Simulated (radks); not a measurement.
**Ionisation of Ar¹⁶⁺: one atom, several choices of relativity**

Aim: the ionisation energy of Ar¹⁶⁺ ([He]) to Ar¹⁷⁺ (1s1) for each choice of relativity, and which comes nearest the tabulated value.

Method: Kohn-Sham, LDA (Slater exchange, Perdew-Wang correlation), spin-unpolarised, spherical densities. Code: radks (a radial shooting solver on a logarithmic mesh, Libxc functionals) version 1.

2 further runs of the same task are left out: 2 set aside as unsound or not needed.

## 1. Starting point

```
element       : argon (Z = 18)
charge        : +16
electrons     : 2
configuration : [He]
ion           : Ar¹⁷⁺, 1s1
choices       : non-relativistic; scalar-relativistic; Dirac, 2j+1 shares; scalar-relativistic, finite nucleus; Dirac, 2j+1 shares, finite nucleus; Dirac, c × 3; Dirac, c × 0.75; Dirac, c × 1.25
```

The outer shells:

Ar¹⁶⁺
```
1s [↑↓]
```

Ar¹⁷⁺
```
1s [↑ ]
```

## 2. non-relativistic: Ar¹⁶⁺

Settings of this run:

```text
Z 18
configuration [He]
relativity non-relativistic
functional lda,pw
spin unpolarised
nucleus point
```

## 3. non-relativistic: Ar¹⁷⁺

Settings of this run:

```text
Z 18
configuration 1s1
relativity non-relativistic
functional lda,pw
spin unpolarised
nucleus point
```

## 4. scalar-relativistic: Ar¹⁶⁺

Settings of this run:

```text
Z 18
configuration [He]
relativity scalar-relativistic
functional lda,pw
spin unpolarised
nucleus point
c 137.035999084
```

## 5. scalar-relativistic: Ar¹⁷⁺

Settings, as their differences from step 4:

```diff
@@ -1,3 +1,3 @@
 Z 18
-configuration [He]
+configuration 1s1
 relativity scalar-relativistic
```

## 6. Dirac, 2j+1 shares: Ar¹⁶⁺

Settings of this run:

```text
Z 18
configuration [He]
relativity Dirac
functional lda,pw
spin unpolarised
j_filling average
nucleus point
c 137.035999084
```

## 7. Dirac, 2j+1 shares: Ar¹⁷⁺

Settings, as their differences from step 6:

```diff
@@ -1,3 +1,3 @@
 Z 18
-configuration [He]
+configuration 1s1
 relativity Dirac
```

## 8. scalar-relativistic, finite nucleus: Ar¹⁶⁺

Settings of this run:

```text
Z 18
configuration [He]
relativity scalar-relativistic
functional lda,pw
spin unpolarised
nucleus finite rms 3.4274 fm
c 137.035999084
```

## 9. scalar-relativistic, finite nucleus: Ar¹⁷⁺

Settings, as their differences from step 8:

```diff
@@ -1,3 +1,3 @@
 Z 18
-configuration [He]
+configuration 1s1
 relativity scalar-relativistic
```

## 10. Dirac, 2j+1 shares, finite nucleus: Ar¹⁶⁺

Settings of this run:

```text
Z 18
configuration [He]
relativity Dirac
functional lda,pw
spin unpolarised
j_filling average
nucleus finite rms 3.4274 fm
c 137.035999084
```

## 11. Dirac, 2j+1 shares, finite nucleus: Ar¹⁷⁺

Settings, as their differences from step 10:

```diff
@@ -1,3 +1,3 @@
 Z 18
-configuration [He]
+configuration 1s1
 relativity Dirac
```

## 12. Dirac, c × 3: Ar¹⁶⁺

Settings of this run:

```text
Z 18
configuration [He]
relativity Dirac
functional lda,pw
spin unpolarised
j_filling average
nucleus point
c 411.108
```

## 13. Dirac, c × 3: Ar¹⁷⁺

Settings, as their differences from step 12:

```diff
@@ -1,3 +1,3 @@
 Z 18
-configuration [He]
+configuration 1s1
 relativity Dirac
```

## 14. Dirac, c × 0.75: Ar¹⁶⁺

Settings of this run:

```text
Z 18
configuration [He]
relativity Dirac
functional lda,pw
spin unpolarised
j_filling average
nucleus point
c 102.777
```

## 15. Dirac, c × 0.75: Ar¹⁷⁺

Settings, as their differences from step 14:

```diff
@@ -1,3 +1,3 @@
 Z 18
-configuration [He]
+configuration 1s1
 relativity Dirac
```

## 16. Dirac, c × 1.25: Ar¹⁶⁺

Settings of this run:

```text
Z 18
configuration [He]
relativity Dirac
functional lda,pw
spin unpolarised
j_filling average
nucleus point
c 171.295
```

## 17. Dirac, c × 1.25: Ar¹⁷⁺

Settings, as their differences from step 16:

```diff
@@ -1,3 +1,3 @@
 Z 18
-configuration [He]
+configuration 1s1
 relativity Dirac
```

What does the calculation give? Wanted: for each run, relativity; E(Ar¹⁶⁺); Δ-SCF; −ε(HOMO); <r> HOMO; error.

The runs gave:

```csv
relativity,E(Ar¹⁶⁺) (hartree),Δ-SCF (eV),−ε(HOMO) (eV),<r> HOMO (bohr),error (eV)
non-relativistic,-311.53451,4114.7,3982.5,0.08540,-5.97
scalar-relativistic,-312.86680,4132.0,3999.1,0.08493,+11.38
"Dirac, 2j+1 shares",-312.86680,4132.0,3999.1,0.08493,+11.38
"scalar-relativistic, finite nucleus",-312.86616,4132.0,3999.1,0.08493,+11.37
"Dirac, 2j+1 shares, finite nucleus",-312.86616,4132.0,3999.1,0.08493,+11.37
"Dirac, c × 3",-311.68141,4116.6,3984.4,0.08535,-4.06
"Dirac, c × 0.75",-313.91908,4145.7,4012.1,0.08455,+25.08
"Dirac, c × 1.25",-312.38453,4125.8,3993.1,0.08510,+5.10
```

In words: The NIST Atomic Spectra Database lists 4120.7 eV (theoretical). The smallest miss is that of non-relativistic (-5.97 eV), the largest that of scalar-relativistic (+11.38 eV). A non-relativistic run comes nearest only by cancelling errors. Runs with a scaled speed of light are not ranked. The ionisation energies span 31.05 eV, the total energies of Ar¹⁶⁺ 64.9 eV (scaled speeds of light included): most of the change in the total cancels in the difference. From the non-relativistic level to Dirac, 2j+1 shares, finite nucleus the 1s level goes from -3982.5 to -3999.1 eV and the ionisation energy moves by +17.34 eV. Levels marked c × scale the speed of light and are no model of nature. Spin polarisation and multiplet splitting of open shells are left out at every level.
